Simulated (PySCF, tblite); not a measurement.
**C8H7O−: geometry, infrared bands and NMR shifts**

Wanted: the infrared bands and NMR shifts of C8H7O− (`C=Cc1ccccc1[O-]`), by calculation.

Programs: tblite 0.8.0 and PySCF 2.14.0, with density-fitted response routines of our own. Each step states its level of theory. These are calculated values for one molecule in the gas phase, unless marked as measured. Atoms count from 0, in the outputs and in this text.

## (1) The molecule as given

16 atoms, charge -1, multiplicity 1; geometry from: force field or distance geometry start.

Bonds of the start (Å): C0–C1 1.35, C1–C2 1.48, C2–C3 1.41, C3–C4 1.39, C4–C5 1.38, C5–C6 1.40, C6–C7 1.42, C7–O8 1.27, C7–C2 1.44, C0–H9 1.08, C0–H10 1.07, C1–H11 1.09, C3–H12 1.08, C4–H13 1.08, C5–H14 1.08, C6–H15 1.09.

## (2) Optimising the geometry with GFN2-xTB

What the job is given:

```
{"job": {"kind": "relax", "xc": "GFN2-xTB", "basis": "xTB"}, "charge": -1, "multiplicity": 1}
C      2.802200    -0.702300    -0.101200
C      1.899100     0.284200     0.108900
C      0.424400     0.209900     0.065700
C     -0.223000    -1.000100    -0.266100
C     -1.610600    -1.112900    -0.313000
C     -2.386400     0.006400    -0.066300
C     -1.758200     1.221900     0.249800
C     -0.350900     1.395900     0.338100
O      0.130900     2.537300     0.632900
H      2.507800    -1.711300    -0.354000
H      3.849600    -0.483500    -0.019700
H      2.282900     1.264300     0.375400
H      0.355200    -1.896000    -0.452600
H     -2.072400    -2.058000    -0.570200
H     -3.466500    -0.034400    -0.103100
H     -2.391800     2.087400     0.464100
```

The run is started by

```
$ OMP_NUM_THREADS=1 python probes_run.py task.json out
```

One launch serves the whole session: the jobs run in the order shown.

**Question.** This job is followed by: GFN2-xTB harmonic vibrations, gas phase; GIAO PBE0/pcSseg-1 NMR shielding, non-relativistic, gas phase. What will the session give for the following? strongest single infrared mode (GFN2-xTB); zero-point energy (GFN2-xTB); 13C shifts against TMS (PBE0/pcSseg-1); 1H shifts against TMS (PBE0/pcSseg-1); 17O shifts against H2O (PBE0/pcSseg-1).

As calculated:

```
                                 quantity                                                      value
strongest single infrared mode (GFN2-xTB)                                      1614 cm⁻¹, 398 km/mol
             zero-point energy (GFN2-xTB)                                              75.5 kcal/mol
   13C shifts against TMS (PBE0/pcSseg-1)  177.6, 146.1, 132.8, 126.9, 126.8, 126.4, 101.9, 91.1 ppm
    1H shifts against TMS (PBE0/pcSseg-1)               7.88, 7.20, 6.57, 6.09, 5.34, 4.62, 4.16 ppm
   17O shifts against H2O (PBE0/pcSseg-1)                                                  347.6 ppm
```

Relaxing lowered the energy by 0.124 eV in 29 steps; the close pair that moved most is C1–C2, from 1.477 to 1.440 Å. All 42 modes are real, so the xTB geometry is a minimum. The strongest single mode, at 1614 cm⁻¹, is spread over several atoms, C7, C6, C5, C3 among them. GFN2-xTB is a fitted tight-binding method: band positions and strengths are rough. Its intensities can rank the bands wrongly. At PBE0/pcSseg-1: The largest span, 642 ppm, is at O8, where the paramagnetic term is -417 ppm.
